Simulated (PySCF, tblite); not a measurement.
**C2H4FGeN3: geometry, infrared bands and NMR shifts**

What infrared bands and NMR shifts should C2H4FGeN3 (`Fc1c[n]([GeH3])nn1`) show?

Programs: tblite 0.8.0 and PySCF 2.14.0, with density-fitted response routines of our own. Each step states its level of theory. These are calculated values for one molecule in the gas phase, unless marked as measured. Atoms are numbered from 0 throughout.

## Step 1: The molecule as given

11 atoms, charge 0, multiplicity 1; geometry from: force field or distance geometry start.

Bonds of the start (Å): F0–C1 1.37, C1–C2 1.37, C2–N3 1.36, N3–Ge4 1.87, N3–N5 1.31, N5–N6 1.33, N6–C1 1.34, C2–H7 1.08, Ge4–H8 1.55, Ge4–H9 1.55, Ge4–H10 1.54.

## Step 2: Geometry optimisation with GFN2-xTB

What the job is given:

```
{"job": {"kind": "relax", "xc": "GFN2-xTB", "basis": "xTB"}, "charge": 0, "multiplicity": 1}
F      3.324300    -0.450300     0.156600
C      2.063800     0.055500    -0.031200
C      0.894000    -0.588800     0.270300
N     -0.083700     0.286900    -0.080700
Ge    -1.921100    -0.029100     0.009600
N      0.470400     1.375100    -0.561300
N      1.797400     1.270000    -0.537900
H      0.745200    -1.572900     0.677100
H     -2.382000    -0.678300    -1.325000
H     -2.663900     1.317400     0.215900
H     -2.238900    -0.983000     1.180700
```

Started as:

```console
$ OMP_NUM_THREADS=1 python probes_run.py task.json out
```

One launch serves the whole session: the jobs run in the order shown.

**Question.** This job is followed by: GFN2-xTB harmonic vibrations, gas phase; GIAO PBE0/pcSseg-1 NMR shielding, non-relativistic, gas phase. What will the session give for the following? strongest single infrared mode (GFN2-xTB); zero-point energy (GFN2-xTB); ¹³C shifts against TMS (PBE0/pcSseg-1); ¹H shifts against TMS (PBE0/pcSseg-1, means over atoms taken as alike); ¹⁹F shifts against CFCl3 (PBE0/pcSseg-1); ¹⁵N shifts against NH3 (PBE0/pcSseg-1); ⁷³Ge shifts against GeMe4 (PBE0/pcSseg-1); surface potential, 1st and 99th percentile.

The runs gave:

```
                                                              quantity                    value
                             strongest single infrared mode (GFN2-xTB)    2084 cm⁻¹, 379 km/mol
                                          zero-point energy (GFN2-xTB)            38.3 kcal/mol
                                ¹³C shifts against TMS (PBE0/pcSseg-1)         173.4, 115.3 ppm
¹H shifts against TMS (PBE0/pcSseg-1, means over atoms taken as alike)           7.28, 5.21 ppm
                              ¹⁹F shifts against CFCl3 (PBE0/pcSseg-1)               -157.6 ppm
                                ¹⁵N shifts against NH3 (PBE0/pcSseg-1)  403.0, 371.1, 256.9 ppm
                             ⁷³Ge shifts against GeMe4 (PBE0/pcSseg-1)                 -142 ppm
                                 surface potential, 1st and 99th percentile       -1.87 V and 2.07 V
```

In words: Relaxing lowered the energy by 0.284 eV in 36 steps; the close pair that moved most is Ge4–H9, from 1.552 to 1.480 Å. The lowest mode is slightly imaginary (10i cm⁻¹), a soft motion within the noise of the Hessian, so the minimum is not strictly shown. The strongest single mode, at 2084 cm⁻¹, moves mainly H8 and H10. Unscaled tight-binding wavenumbers are off by several per cent, some by more. Its intensities can rank the bands wrongly. NICS(1)zz of -32 ppm above the planar ring from C1 marks a diatropic (aromatic) ring current. At PBE0/pcSseg-1, counted by nearest atom on the grid, the HOMO lies on C1, C2 about 26 % each; N5 22 %, the LUMO on N5 28 %; N3 19 %. Spin-orbit coupling is left out, which matters for shieldings and couplings at and beside the heavy atoms.
